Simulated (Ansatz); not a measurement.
# F₃GaH₂OSi: how energies converge with the basis set

The task here is to estimate one member of a computed series from the others.

Program: Ansatz 0.2.0, Gaussian basis. Level of theory: one geometry, several basis sets. These are calculated values, not measurements.

Plan: PBE0-D4/def2-SVP; ωB97M-V/def2-SVP; PBE0-D4/def2-QZVPP; ωB97M-V/def2-QZVPP; the functionals' def2-TZVPP values are taken from earlier runs.

### The geometry

All runs share one geometry, relaxed beforehand with PBE0-D4 in a triple-zeta def2 set.

SMILES `[OH][GaH][Si](F)(F)F`, 8 atoms, charge 0, spin multiplicity 1.

Atoms are counted from 1 here; the program's logs count them from 0.

Bond lengths: O1–Ga2 1.782 Å, O1–H7 0.960 Å, Ga2–Si3 2.413 Å, Ga2–H8 1.554 Å, Si3–F4 1.587 Å, Si3–F5 1.585 Å, Si3–F6 1.585 Å. Angles: Ga2–O1–H7 114.9°, O1–Ga2–Si3 115.3°, O1–Ga2–H8 115.4°, Si3–Ga2–H8 129.2°, Ga2–Si3–F4 111.1°, Ga2–Si3–F5 112.8°, Ga2–Si3–F6 112.8°, F4–Si3–F5 106.5°, F4–Si3–F6 106.5°, F5–Si3–F6 106.7°.

The first run:

in.yaml

```yaml
crystal:
  periodic: [false, false, false]
  atoms:
    - {symbol: O, position_ang: [-0.647373, -1.963442, -1.084979]}
    - {symbol: Ga, position_ang: [0.683439, -0.926580, -0.509580]}
    - {symbol: Si, position_ang: [0.003911, 1.104031, 0.603741]}
    - {symbol: F, position_ang: [-1.577567, 1.219598, 0.664311]}
    - {symbol: F, position_ang: [0.523435, 2.409566, -0.129319]}
    - {symbol: F, position_ang: [0.519501, 1.186211, 2.100096]}
    - {symbol: H, position_ang: [-1.528015, -1.627763, -0.903362]}
    - {symbol: H, position_ang: [2.114867, -1.458620, -0.796708]}
basis:
  gaussian: {orbitals: def2-SVP}
hamiltonian: {xc: pbe0, dispersion: d4}
output: {orbitals: {seedname: orbitals}}
```

On the command line:

```bash
$ ansatz run in.yaml --threads 4 --pin off --events-out ev --progress --plain --max-ram 10444MiB
```

Steps of the session up to this table: PBE0-D4 in def2-SVP; ωB97M-V in def2-SVP; PBE0-D4 in def2-QZVPP; ωB97M-V in def2-QZVPP.

One table of the session follows, with a row left open; its other results are not shown here.

It belongs to the step «Functionals by basis». 

| functional | basis | HOMO (eV) | LUMO (eV) |
| --- | --- | --- | --- |
| PBE0-D4 | def2-SVP | ? | ? |
| PBE0-D4 | def2-TZVPP | -8.56 | -2.18 |
| PBE0-D4 | def2-QZVPP | -8.60 | -2.23 |
| ωB97M-V | def2-SVP | -10.52 | -0.24 |
| ωB97M-V | def2-TZVPP | -10.67 | -0.41 |
| ωB97M-V | def2-QZVPP | -10.71 | -0.53 |

**Question.** Estimate the row for PBE0-D4, def2-SVP.

The run gave: HOMO (eV): -8.44; LUMO (eV): -2.06. In the column «HOMO (eV)» it is the highest.
